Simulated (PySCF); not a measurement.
# O3Si3: relaxation and vibrations and intensities, part 2 of 2

Aim: for O3Si3, 2 runs in a chain (relaxation and vibrations and intensities).

PySCF 2.14.0; relaxation, pbe0, def2-tzvp, and further levels as typed in the inputs. The steps go on from the part before.

### 3 Vibrations and intensities: vibrations and intensities, pbe0, def2-tzvp

It takes the final geometry of step 2.

run.py reads:

```python
from pyscf import gto, dft
from pyscf.hessian import thermo
import numpy as np
mol = gto.M(atom="mol.xyz", basis="def2-tzvp", verbose=4)
mf = dft.RKS(mol, xc="pbe0").density_fit().run(conv_tol=1e-9)
mol.verbose = 0; x = mol.atom_coords(); n = x.size; h = np.zeros((n, n + 3))
def point(d):  # for finite differences of the forces
    m = mol.set_geom_(x + d.reshape(-1, 3), unit="Bohr", inplace=False); s = dft.RKS(m, xc="pbe0").density_fit()
    s.grids.level = 4
    s.run(mf.make_rdm1(), conv_tol=1e-10); g = s.nuc_grad_method(); g.grid_response = True
    return np.append(g.kernel(), s.dip_moment(unit="AU", verbose=0))
for k in range(n): d = np.zeros(n); d[k] = 0.01; h[k] = (point(d) - point(-d)) / 0.02
H = (h[:, :n] + h[:, :n].T) / 2
f = thermo.harmonic_analysis(mol, H.reshape(mol.natm, 3, mol.natm, 3).transpose(0, 2, 1, 3))
print("harmonic vibrations: frequency (1/cm), infrared intensity (km/mol)")
for w, q in zip(f["freq_wavenumber"], f["norm_mode"]): t = q.ravel() @ h[:, n:]; print(f"  {w.real - w.imag:9.2f} {974.88 * t @ t:9.2f}")
```

The run is started by

```sh
> python run.py
```

What it wrote:

```text
[INPUT] num. atoms = 6
[INPUT] num. electrons = 66
[INPUT] charge = 0
[INPUT] spin (= nelec alpha-beta = 2S) = 0
[INPUT] symmetry False subgroup None
[INPUT] Mole.unit = angstrom
[INPUT] Symbol           X                Y                Z      unit          X                Y                Z       unit  Magmom
[INPUT]  1 Si     1.757754420000   0.000882450000  -0.025478320000 AA    3.321674448044   0.001667588819  -0.048147046914 Bohr   0.0
[INPUT]  2 O      0.698550480000   1.286209180000  -0.010359750000 AA    1.320069091383   2.430583089101  -0.019577090219 Bohr   0.0
[INPUT]  3 Si    -0.949855090000   1.530579500000   0.000555140000 AA   -1.794965978124   2.892376066874   0.001049062561 Bohr   0.0
[INPUT]  4 O     -1.533713090000  -0.029403840000   0.016542660000 AA   -2.898297693760  -0.055565204611   0.031261096772 Bohr   0.0
[INPUT]  5 Si    -0.920684050000  -1.579106730000   0.017531300000 AA   -1.739840701755  -2.984079241158   0.033129355608 Bohr   0.0
[INPUT]  6 O      0.721997940000  -1.304792300000  -0.011069770000 AA    1.364378369100  -2.465700096441  -0.020918833562 Bohr   0.0

nuclear repulsion = 406.713793092804
number of shells = 72
number of NR pGTOs = 327
number of NR cGTOs = 204
basis = def2-tzvp
ecp = {}

******** <class 'pyscf.df.df_jk.DFRKS'> ********
method = DFRKS
initial guess = minao
damping factor = 0
level_shift factor = 0
DIIS = <class 'pyscf.scf.diis.CDIIS'>
diis_start_cycle = 1
diis_space = 8
diis_damp = 0
SCF conv_tol = 1e-09
SCF conv_tol_grad = None
SCF max_cycles = 50
direct_scf = False
XC library pyscf.dft.libxc version 7.0.0
    S. Lehtola, C. Steigemann, M. J.T. Oliveira, and M. A.L. Marques.,  SoftwareX 7, 1–5 (2018)
XC functionals = pbe0
    C. Adamo and V. Barone.,  J. Chem. Phys. 110, 6158 (1999)
    M. Ernzerhof and G. E. Scuseria.,  J. Chem. Phys. 110, 5029 (1999)
radial grids:
    Treutler-Ahlrichs [JCP 102, 346 (1995); DOI:10.1063/1.469408] (M4) radial grids

becke partition: Becke, JCP 88, 2547 (1988); DOI:10.1063/1.454033
pruning grids: <function nwchem_prune at 0xf60c8327b380>
grids dens level: 3
symmetrized grids: False
atomic radii adjust function: <function treutler_atomic_radii_adjust at 0xf60c8327b2e0>
small_rho_cutoff = 0
Set gradient conv threshold to 3.16228e-05
Initial guess from minao.
tot grids = 99792
******** <class 'pyscf.df.df.DF'> ********
auxbasis = def2-tzvp-jkfit
init E= -1094.50308906824
  HOMO = -0.25901496957237  LUMO = -0.0996808241657961  gap/eV = 4.33570
cycle= 1 E= -1093.56480885288  delta_E= 0.938  |g|= 1.31  |ddm|= 2.32
  HOMO = -0.150973816824308  LUMO = -0.0477673622359468  gap/eV = 2.80839
cycle= 2 E= -1092.76708765447  delta_E= 0.798  |g|= 2.38  |ddm|= 1.76
  HOMO = -0.265726136885811  LUMO = -0.0862084900743726  gap/eV = 4.88492
cycle= 3 E= -1093.86545785522  delta_E= -1.1  |g|= 0.109  |ddm|= 1.24
  HOMO = -0.258602687355754  LUMO = -0.0744668578044057  gap/eV = 5.01059
cycle= 4 E= -1093.86809841746  delta_E= -0.00264  |g|= 0.0349  |ddm|= 0.14
  HOMO = -0.260302580801944  LUMO = -0.0768385095466762  gap/eV = 4.99231
cycle= 5 E= -1093.86834252325  delta_E= -0.000244  |g|= 0.00311  |ddm|= 0.0272
  HOMO = -0.260309810790997  LUMO = -0.0769023661390186  gap/eV = 4.99077
cycle= 6 E= -1093.86834503381  delta_E= -2.51e-06  |g|= 0.000769  |ddm|= 0.0027
  HOMO = -0.260341095896437  LUMO = -0.0769132952116874  gap/eV = 4.99132
cycle= 7 E= -1093.86834504377  delta_E= -9.96e-09  |g|= 0.000747  |ddm|= 0.000769
  HOMO = -0.260337235480292  LUMO = -0.0769167329757863  gap/eV = 4.99113
cycle= 8 E= -1093.86834514422  delta_E= -1e-07  |g|= 9.54e-05  |ddm|= 0.000377
  HOMO = -0.260337581440566  LUMO = -0.0769160544649403  gap/eV = 4.99115
cycle= 9 E= -1093.86834514591  delta_E= -1.69e-09  |g|= 1.52e-05  |ddm|= 7.67e-05
  HOMO = -0.260336860445142  LUMO = -0.0769160258405266  gap/eV = 4.99114
cycle= 10 E= -1093.86834514595  delta_E= -4.27e-11  |g|= 3.36e-06  |ddm|= 1.35e-05
  HOMO = -0.260336802562511  LUMO = -0.0769159390408884  gap/eV = 4.99114
Extra cycle  E= -1093.86834514594  delta_E= 6.37e-12  |g|= 3.7e-06  |ddm|= 7.08e-06
converged SCF energy = -1093.86834514594
harmonic vibrations: frequency (1/cm), infrared intensity (km/mol)
      99.22      0.00
      99.64      0.00
     205.25      0.21
     309.32     19.81
     309.47     19.81
     527.57      0.00
     598.30      0.00
     633.36     22.66
     633.60     22.59
     776.35      0.00
     990.49    788.14
     990.83    788.31
```

It took 16 min on 2 threads of Arm Neoverse V2, shared host.

Harmonic frequencies from the force constants, with isotope-averaged masses (PySCF's default) and rigid motions projected out (i: imaginary):

```csv
mode,cm⁻¹,IR (km/mol)
1,99,0.0
2,100,0.0
3,205,0.2
4,309,19.8
5,309,19.8
6,528,0.0
7,598,0.0
8,633,22.7
9,634,22.6
10,776,0.0
11,990,788.1
12,991,788.3
```

### 4 Results

What follows sums up all 2 parts.

```
                     quantity           value
harmonic frequencies (step 3)  99 to 991 cm⁻¹
   zero-point energy (step 3)        0.383 eV
```

In step 3 all modes are real: a minimum.
